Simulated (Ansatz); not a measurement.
# W8C8N: the cost of one run

Program: Ansatz 0.2.0. Level of theory: DFT PBE, plane waves, PAW, scalar-relativistic, no spin polarisation. These are calculated values, not measurements.

The COD cell was measured well above room temperature, so it is larger than a cold one.

## 1. The starting structure

The cell holds 17 atoms (C8NW8): a = 5.797 Å, b = 5.797 Å, c = 15.250 Å, α = 90.00°, β = 90.00°, γ = 120.00°.

Structure file:

```xyz
17
Lattice="5.7965 0.0000 0.0000 -2.8983 5.0200 0.0000 0.0000 0.0000 15.2497" Properties=species:S:1:pos:R:3 pbc="T T T"
W     0.0000    0.0000    1.0000
C     1.4491    0.8367    2.4166
W     0.0000    0.0000    3.8331
C     1.4491    0.8367    5.2497
W    -1.4491    2.5100    1.0000
C     0.0000    3.3466    2.4166
W    -1.4491    2.5100    3.8331
C     0.0000    3.3466    5.2497
W     2.8983    0.0000    1.0000
C     4.3474    0.8367    2.4166
W     2.8983    0.0000    3.8331
C     4.3474    0.8367    5.2497
W     1.4491    2.5100    1.0000
C     2.8983    3.3466    2.4166
W     1.4491    2.5100    3.8331
C     2.8983    3.3466    5.2497
N    -1.3375    4.2207    5.6297
```

## 2. Relaxing the start

The input, input.yaml:

```yaml
accuracy: low
crystal:
  lattice:
    - [5.79654, 0.0, 0.0]
    - [-2.89827, 5.019951, 0.0]
    - [0.0, 0.0, 15.249725]
  atoms:
    - { symbol: W, position: [0.0, 0.0, 0.065575] }
    - { symbol: C, position: [0.3333333, 0.1666667, 0.1584668] }
    - { symbol: W, position: [0.0, 0.0, 0.2513586] }
    - { symbol: C, position: [0.3333333, 0.1666667, 0.3442505] }
    - { symbol: W, position: [0.0, 0.5, 0.065575] }
    - { symbol: C, position: [0.3333333, 0.6666667, 0.1584668] }
    - { symbol: W, position: [0.0, 0.5, 0.2513586] }
    - { symbol: C, position: [0.3333333, 0.6666667, 0.3442505] }
    - { symbol: W, position: [0.5, 0.0, 0.065575] }
    - { symbol: C, position: [0.8333333, 0.1666667, 0.1584668] }
    - { symbol: W, position: [0.5, 0.0, 0.2513586] }
    - { symbol: C, position: [0.8333333, 0.1666667, 0.3442505] }
    - { symbol: W, position: [0.5, 0.5, 0.065575] }
    - { symbol: C, position: [0.8333333, 0.6666667, 0.1584668] }
    - { symbol: W, position: [0.5, 0.5, 0.2513586] }
    - { symbol: C, position: [0.8333333, 0.6666667, 0.3442505] }
    - { symbol: "N", position: [0.1896586, 0.8407828, 0.369169] }
basis:
  ecutwfc: 420.0
kpoints:
  mp_grid: { grid: [2, 2, 1] }
hamiltonian:
  xc: pbe
  pseudopotentials: { kind: paw, azcp: { folder: soft_1 } }
scf:
  occupations: { method: fermi_dirac, width: 0.1 }
  lower_state_search: "off"
relax:
  f_tol: 0.08
  max_steps: 25
  adjacent_minimum: "off"
  constraints: [{ sites: [0, 4, 8, 12] }]
output:
  write_density: true
  write_potential: true
  elf: true
  volumetric_format: npy
```

Started as:

```sh
$ ansatz run input.yaml --threads 1 --pin off --max-ram 3072MiB --backend cpu --events-out ev --progress --plain --runs-dir out
```

What time and memory should one allow on 1 thread of Arm Neoverse V1, shared host?

About 85 s, with a peak of 0.67 GiB.
